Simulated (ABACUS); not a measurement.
Here is an ABACUS 3.10.1 calculation.

INPUT

```
INPUT_PARAMETERS
suffix              NaTb2Sc2FeO9
calculation         scf
basis_type          lcao
pseudo_dir          ./
orbital_dir         ./
symmetry            1
dft_functional      pbesol
ecutwfc             100
pseudo_rcut         10
nspin               2
nbands              77
ks_solver           genelpa
smearing_method     fd
smearing_sigma      0.00367493
scf_thr             1e-07
scf_nmax            100
mixing_type         broyden
mixing_beta         0.4
cal_force           1
cal_stress          1
out_mul             1
out_chg             1
out_pot             2
out_elf             1
```

STRU

```
ATOMIC_SPECIES
Na 22.9898 Na.upf
Tb 158.9254 Tb.upf
Sc 44.9559 Sc.upf
Fe 55.8450 Fe.upf
O 15.9990 O.upf

NUMERICAL_ORBITAL
Na_confined-atom_9au_3s2p1d.orb
Tb_confined-atom_8au_3s2p2d1f.orb
Sc_confined-atom_8au_3s2p2d1f.orb
Fe_confined-atom_7au_3s2p2d1f.orb
O_confined-atom_6au_2s2p1d.orb

LATTICE_CONSTANT
10.4228222349

LATTICE_VECTORS
1.0000000000 0.0000000000 0.0000000000
-0.5000000000 0.8660253249 0.0000000000
0.0000000000 0.0000000000 1.2967154502

ATOMIC_POSITIONS
Cartesian

Na
0.0
1
-0.0000050000 0.5773531034 1.1402926655 1 1 1 mag 0

Tb
0.0
2
0.5000050000 0.2886722215 0.3144664638 1 1 1 mag 0
0.0000000000 0.0000000000 0.7568539068 1 1 1 mag 0

Sc
0.0
2
0.5000050000 0.2886722215 0.8819999149 1 1 1 mag 0
0.0000000000 0.0000000000 0.0172981841 1 1 1 mag 0

Fe
0.0
1
-0.0000050000 0.5773531034 0.4202395431 1 1 1 mag 3

O
0.0
9
-0.0000050000 0.8658434596 0.6104936340 1 1 1 mag 0
0.5000000000 0.5968126924 1.0545927414 1 1 1 mag 0
0.0000050000 0.3037410622 0.2334217482 1 1 1 mag 0
0.2498350000 0.4331079252 0.6104936340 1 1 1 mag 0
0.7668550000 0.1346063162 1.0545927414 1 1 1 mag 0
-0.2369450000 0.7141504637 0.2334217482 1 1 1 mag 0
-0.2498450000 0.4331079252 0.6104936340 1 1 1 mag 0
0.2331450000 0.1346063162 1.0545927414 1 1 1 mag 0
0.2369550000 0.7141504637 0.2334217482 1 1 1 mag 0
```

KPT

```
K_POINTS
0
Gamma
6 6 4 0 0 0
```

Potentials or basis: PseudoDojo NC SR 0.4.1 PBE standard, lanthanides 3+ (f in core), DZP LCAO (the cutoffs set its grid).

Run with:

```console
$ OMP_NUM_THREADS=1 mpirun -np 8 abacus > log
```

(1) Predict the largest force.

(2) Estimate the site moments.

(3) Predict the band gap on the k mesh.

Results:

(1) 0.571 eV/Å.

(2) Na +0.01; Tb +0.04, +0.00; Sc -0.00, +0.00; Fe +2.48; O +0.03, +0.01, +0.10, +0.11 μB.

(3) none (metal or under the smearing width).

Caveat: the atomic orbitals were generated for these runs and aren't a published set; the magnetic or orbital state may not be the lowest; the potentials were made for another functional, which shifts forces and pressure; spin-orbit coupling is left out, which moves the levels of the heavy elements; the 4f electrons are frozen in the core as for a trivalent ion, so they carry no moment and show no levels; the basis of atomic orbitals isn't converged, which shifts pressures, moduli and gaps; a cell with one magnetic atom can't hold antiferromagnetic order, which such compounds often take; semilocal functionals often make such compounds metallic where correlation or magnetic order opens a gap, which also shifts bond lengths.
